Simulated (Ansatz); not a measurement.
**CH₄GaO radical: basis-set convergence**

An exercise on one series of results from a longer session: the logs are not shown, and one member is left open.

Method: one geometry, several basis sets; program: Ansatz 0.2.0, Gaussian basis.

Plan: PBE0-D4/def2-SVP; ωB97M-V/def2-SVP; PBE0-D4/def2-QZVPP; ωB97M-V/def2-QZVPP; the functionals' def2-TZVPP values are taken from earlier runs.

## The relaxed structure

All runs share one geometry, relaxed beforehand with PBE0-D4 in a triple-zeta def2 set.

SMILES `C[O][GaH]`, 7 atoms, charge 0, spin multiplicity 2.

Atoms are counted from 1 here; the program's logs count them from 0.

Bond lengths: C1–O2 1.401 Å, C1–H4 1.097 Å, C1–H5 1.096 Å, C1–H6 1.096 Å, O2–Ga3 1.791 Å, Ga3–H7 1.601 Å. Angles: O2–C1–H4 113.2°, O2–C1–H5 109.9°, O2–C1–H6 109.9°, H4–C1–H5 107.9°, H4–C1–H6 107.9°, H5–C1–H6 107.9°, C1–O2–Ga3 128.8°, O2–Ga3–H7 112.5°.

Coordinates:

```xyz
7

C    -0.57990    0.84351   -0.06900
O     0.33093   -0.10455    0.41421
Ga    0.83987   -1.65187   -0.32984
H    -1.01867    0.56768   -1.03624
H    -0.08183    1.81192   -0.19005
H    -1.39927    0.97312    0.64683
H     1.90886   -2.43981    0.56407
```

Set-up of the first run:

Input file in.yaml:

```yaml
crystal:
  periodic: [false, false, false]
  atoms:
    - {symbol: C, position_ang: [-0.579897, 0.843508, -0.068997]}
    - {symbol: O, position_ang: [0.330931, -0.104552, 0.414214]}
    - {symbol: Ga, position_ang: [0.839869, -1.651867, -0.329839]}
    - {symbol: H, position_ang: [-1.018669, 0.567682, -1.036241]}
    - {symbol: H, position_ang: [-0.081832, 1.811921, -0.190046]}
    - {symbol: H, position_ang: [-1.399270, 0.973116, 0.646828]}
    - {symbol: H, position_ang: [1.908857, -2.439807, 0.564071]}
basis:
  gaussian: {orbitals: def2-SVP}
magnetization: {spin_polarized: true, initial_magnetization: 1}
hamiltonian: {xc: pbe0, dispersion: d4}
output: {orbitals: {seedname: orbitals}}
```

Among the steps run: PBE0-D4 in def2-SVP; ωB97M-V in def2-SVP; PBE0-D4 in def2-QZVPP; ωB97M-V in def2-QZVPP.

One of the session's tables, all rows but one given; the rest of the session is left out.

It belongs to the step «Density functionals: the series». 

| functional | basis | HOMO (eV) | LUMO (eV) |
| --- | --- | --- | --- |
| PBE0-D4 | def2-SVP | ? | ? |
| PBE0-D4 | def2-TZVPP | -5.86 | -2.65 |
| PBE0-D4 | def2-QZVPP | -5.89 | -2.69 |
| ωB97M-V | def2-SVP | -7.80 | -0.96 |
| ωB97M-V | def2-TZVPP | -7.86 | -1.00 |
| ωB97M-V | def2-QZVPP | -7.90 | -1.10 |

**Question.** Estimate the row for PBE0-D4, def2-SVP.

**Answer.** HOMO (eV): -5.81; LUMO (eV): -2.62. In the column «HOMO (eV)» it is the highest.
